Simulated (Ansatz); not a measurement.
# two structures of Rh: a comparison of enthalpies under pressure

Computed with the Ansatz DFT code, driven from Python.

At the Python prompt:
```pycon
>>> import csv
>>> import warnings
>>> import ansatz as az
>>> import numpy as np
>>> config = {
...     'xc': 'r2scan',
...     'scf_tol': 1e-08,
...     'ecut': 620,
...     'kspacing': 0.3,
...     'smearing': 'gaussian',
...     'sigma': 0.1,
... }
>>> def bcc(a_site, a):
...     return az.Crystal.bcc(a_site, a=a)
...
>>> def hcp(first, a):
...     return (
...         az.Lattice.from_parameters(a, a, 1.633 * a, alpha=90, beta=90, gamma=120)
...         .space_group(194)
...         .atom(first, [1 / 3, 2 / 3, 0.25])
...     )
...
>>> def ground_state(name, crystal, pressure=0.0):
...     calc = crystal.calculation()
...     calc = calc.functional(config['xc'])
...     calc = calc.scf(tolerance=config['scf_tol'])
...     calc = calc.basis(config['ecut'])
...     calc = calc.kpoints(spacing=config['kspacing'])
...     calc = calc.occupations(config['smearing'], width=config['sigma'])
...     calc = calc.relax(force_tolerance=0.02, max_steps=60, cell=True, pressure=pressure)
...     return calc.run(threads=1, pin='off')
...
>>> def volume_per_atom(outcome):
...     return abs(np.linalg.det(outcome.lattice.cell_ang)) / len(outcome.lattice.sites)
...
>>> warnings.simplefilter('ignore', az.DeckWarning)
>>> phases = {}
>>> phases['bcc'] = bcc('Rh', 3.01)
>>> phases['hcp'] = hcp('Rh', 2.68)
>>> # enthalpy per atom at each pressure
>>> pressures = [0, 20, 40, 60]
>>> enthalpy, volume = {name: [] for name in phases}, {name: [] for name in phases}
>>> for p in pressures:
...     for name, crystal in phases.items():
...         o = ground_state(name, crystal, pressure=p)
...         volume[name].append(volume_per_atom(o))
...         enthalpy[name].append(o.report['energy_sigma0_ev'] / len(o.lattice.sites) + p * volume[name][-1] / 160.21766)
...

>>> gap = np.array(enthalpy['hcp']) - np.array(enthalpy['bcc'])
>>> rows = [(p, va, vb, 1000 * d) for p, va, vb, d in zip(pressures, volume['bcc'], volume['hcp'], gap)]
>>> with open('transition.csv', 'w', newline='') as handle:
...     writer = csv.writer(handle)
...     writer.writerow(['P (GPa)', 'V bcc (A^3/atom)', 'V hcp (A^3/atom)', 'H(hcp) - H(bcc) (meV/atom)'])
...     writer.writerows([round(v, 4) if isinstance(v, float) else v for v in row] for row in rows)
...
70
>>> print(open('transition.csv').read())
P (GPa),V bcc (A^3/atom),V hcp (A^3/atom),H(hcp) - H(bcc) (meV/atom)
0,14.1,13.7669,-310.1508
20,13.2004,12.9502,-346.2203
40,12.5538,12.3516,-374.3627
60,12.0477,11.8792,-397.4926
>>> crossings = [p0 - g0 * (p1 - p0) / (g1 - g0) for p0, p1, g0, g1 in zip(pressures, pressures[1:], gap, gap[1:]) if g0 * g1 < 0]
>>> print('crossing near', [round(float(p), 1) for p in crossings], 'GPa') if crossings else print('no crossing in this range')
no crossing in this range
```

Total energies depend on the potentials; only differences at equal settings carry meaning. At a fixed pressure a relaxation lowers the enthalpy F + PV, while F alone can rise. The program warned that this SCF threshold is loose for forces or stresses. Only these two structures are compared, at zero temperature and with their symmetry kept; either may be hypothetical, and another phase may be lower than both. Differences under about 40 meV an atom lie within the error of mesh and functional. The cells are prototypes set up for this calculation and needn't exist. The script silences the warnings on its input, which a real study should read. It ran for 57 s on 1 thread of Intel(R) Xeon(R) 6975P-C (Granite Rapids), with other jobs on the host, peak memory 0.54 GiB.

(Lines on the test bed's own set-up are left out of the output.)
